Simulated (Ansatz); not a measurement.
Relaxation of a periodic cell of 39 atoms, Al16O23 (host Al2O3, host structure R-3c, one O atom removed), cell charge -1, to a largest force component of 0.03 eV/Å in at most 60 steps.

Theory: DFT PBE, scalar-relativistic, plane waves, PAW in Ansatz 0.2.0. Settings: PAW set soft_1, cutoff 420 eV, k mesh 2x2x2, gaussian smearing 0.05 eV, spin collinear.

```xyz
39
Lattice="-4.7554 -2.7455 4.3303 4.7554 -2.7455 4.3303 0.0000 5.4911 4.3303" Properties=species:S:1:pos:R:3
Al 0.000 0.000 4.573
Al 0.000 0.000 1.923
Al 0.000 0.000 8.418
Al 0.000 0.000 11.068
O -0.921 1.373 7.578
O -0.728 -1.484 7.578
O 1.649 0.111 7.578
O 0.921 -1.373 5.413
O 0.728 1.484 5.413
O -1.649 -0.111 5.413
Al 0.000 -2.746 8.903
Al 0.000 -2.746 6.253
Al 0.000 2.746 4.088
Al 0.000 2.746 6.738
O 3.834 1.373 7.578
O -0.728 1.261 3.248
O -3.106 0.111 7.578
O -3.834 -1.373 5.413
O 3.106 -0.111 5.413
Al -2.378 1.373 8.903
Al -2.378 1.373 6.253
Al 2.378 -1.373 4.088
Al 2.378 -1.373 6.738
O 1.457 0.000 3.248
O 1.649 2.634 7.578
O -0.728 -4.007 7.578
O 0.728 -1.261 9.743
O -1.649 -2.634 5.413
O 0.728 4.007 5.413
Al 2.378 1.373 8.903
Al 2.378 1.373 6.253
Al -2.378 -1.373 4.088
Al -2.378 -1.373 6.738
O 1.457 -2.746 7.578
O -3.106 2.634 7.578
O -0.728 -1.261 3.248
O -1.457 2.746 5.413
O 3.106 -2.634 5.413
O 0.728 1.261 9.743
```

Question: Where does it end, and by what steps?

Answer: It converged. Limits of this set-up: coarse k mesh, a small cell, in which the defect meets its images, a typed lattice constant that wasn't relaxed here, charged cell in a uniform background, uncorrected. After 8 steps the energy has fallen by 0.366 eV; Al31 moved furthest, 0.14 Å.

```csv
step,energy less start (eV),largest force component (eV/Å),accepted
0,0.0000,1.164,yes
1,-0.1736,0.690,yes
2,-0.3125,0.195,yes
3,-0.3347,0.291,yes
4,-0.3579,0.137,yes
5,-0.3646,0.064,yes
6,-0.3656,0.059,yes
7,-0.3621,0.144,no
8,-0.3665,0.009,yes
```

```xyz
39
Lattice="-4.7554 -2.7455 4.3303 4.7554 -2.7455 4.3303 0.0000 5.4911 4.3303" Properties=species:S:1:pos:R:3
Al -0.011 0.000 4.576
Al -0.011 0.000 1.919
Al -0.055 0.052 8.420
Al -0.055 -0.052 11.067
O -0.887 1.402 7.459
O -0.743 -1.484 7.587
O 1.631 0.124 7.582
O 0.906 -1.362 5.427
O 0.756 1.489 5.382
O -1.664 -0.111 5.398
Al -0.003 -2.732 8.902
Al -0.003 -2.759 6.254
Al 0.025 2.725 4.108
Al 0.025 2.766 6.718
O 3.868 1.344 7.697
O -0.734 1.258 3.249
O -3.122 0.097 7.538
O -3.849 -1.383 5.399
O 3.110 -0.132 5.413
Al -2.291 1.279 8.963
Al -2.378 1.391 6.267
Al 2.377 -1.374 4.101
Al 2.362 -1.344 6.753
O 1.455 0.000 3.248
O 1.634 2.649 7.618
O -0.743 -4.007 7.569
O 0.726 -1.263 9.731
O -1.646 -2.613 5.413
O 0.756 4.002 5.443
Al 2.377 1.355 8.889
Al 2.465 1.466 6.193
Al -2.393 -1.402 4.073
Al -2.379 -1.371 6.725
O 1.449 -2.746 7.578
O -3.124 2.621 7.574
O -0.734 -1.258 3.247
O -1.461 2.746 5.413
O 3.092 -2.635 5.428
O 0.726 1.263 9.755
```

Whether the end is a true minimum wasn't checked by a vibrational analysis.

Run time: 98 s on 4 threads of Arm Neoverse V2, with other jobs on the host, peak memory 1.5 GiB.
